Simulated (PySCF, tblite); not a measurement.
**C₅H₈BFO: geometry, infrared bands and NMR shifts**

Wanted: the infrared bands and NMR shifts of C₅H₈BFO (`B[C@@H]1C[C@@]12CO[C@@H]2F`), by calculation.

Programs: tblite 0.8.0 and PySCF 2.14.0, with density-fitted response routines of our own. Each step states its level of theory. These are calculated values for one molecule in the gas phase, unless marked as measured. Atoms count from 0, in the outputs and in this text.

**1. The starting structure**

16 atoms, charge 0, multiplicity 1; geometry from: force field or distance geometry start.

Bonds of the start (Å): B0–C1 1.59, C1–C2 1.53, C2–C3 1.54, C3–C4 1.50, C4–O5 1.43, O5–C6 1.43, C6–F7 1.38, C3–C1 1.51, C6–C3 1.48, B0–H8 1.18, B0–H9 1.17, C1–H10 1.12, C2–H11 1.11, C2–H12 1.11, C4–H13 1.11, C4–H14 1.12, C6–H15 1.10.

**2. Geometry optimisation with GFN2-xTB**

What the job is given:

```
{"job": {"kind": "relax", "xc": "GFN2-xTB", "basis": "xTB"}, "charge": 0, "multiplicity": 1}
B      1.786400     1.098900    -0.892400
C      1.205700     0.277400     0.335300
C      0.699800    -1.140000     0.038300
C     -0.279600     0.028200     0.246000
C     -1.337800    -0.211600     1.278600
O     -2.343900    -0.033700     0.271400
C     -1.369900     0.196100    -0.748100
F     -1.425600    -0.796400    -1.703400
H      1.395800     2.196000    -1.093200
H      2.599200     0.628600    -1.587700
H      1.552600     0.466700     1.380100
H      0.863100    -1.463300    -1.012400
H      0.830000    -1.831000     0.898700
H     -1.362900    -1.239100     1.691100
H     -1.380800     0.609300     2.032200
H     -1.439800     1.222900    -1.146000
```

The run is started by

```bash
$ OMP_NUM_THREADS=1 python probes_run.py task.json out
```

One launch serves the whole session: the jobs run in the order shown.

**Question.** This job is followed by: GFN2-xTB harmonic vibrations, gas phase; GIAO PBE0/pcSseg-1 NMR shielding, non-relativistic, gas phase. What will the session give for the following? strongest single infrared mode (GFN2-xTB); zero-point energy (GFN2-xTB); ¹³C shifts against TMS (PBE0/pcSseg-1); ¹H shifts against TMS (PBE0/pcSseg-1, means over atoms taken as alike); ¹¹B shifts against BF3·OEt2 (PBE0/pcSseg-1); ¹⁷O shifts against H2O (PBE0/pcSseg-1); ¹⁹F shifts against CFCl3 (PBE0/pcSseg-1).

As calculated:

| quantity | value |
| --- | --- |
| strongest single infrared mode (GFN2-xTB) | 2687 cm⁻¹, 124 km/mol |
| zero-point energy (GFN2-xTB) | 75.7 kcal/mol |
| ¹³C shifts against TMS (PBE0/pcSseg-1) | 123.1, 79.3, 42.7, 30.8, 23.7 ppm |
| ¹H shifts against TMS (PBE0/pcSseg-1, means over atoms taken as alike) | 7.53, 6.21, 5.08, 4.85, 1.88, 1.58, 1.34 ppm |
| ¹¹B shifts against BF3·OEt2 (PBE0/pcSseg-1) | 84.9 ppm |
| ¹⁷O shifts against H2O (PBE0/pcSseg-1) | 102.2 ppm |
| ¹⁹F shifts against CFCl3 (PBE0/pcSseg-1) | -124.0 ppm |

The optimisation took 94 steps and gained 0.722 eV; among the close pairs (by a distance rule), C2–C3 changed most, from 1.539 to 1.474 Å. No mode is imaginary among the 42: a minimum at this level. The strongest single mode, at 2687 cm⁻¹, moves mainly H8 and H9. GFN2-xTB is a fitted tight-binding method: band positions and strengths are rough. Its intensities can rank the bands wrongly. At PBE0/pcSseg-1: The widest tensor belongs to B0: span 193 ppm, with a paramagnetic part of -178 ppm.
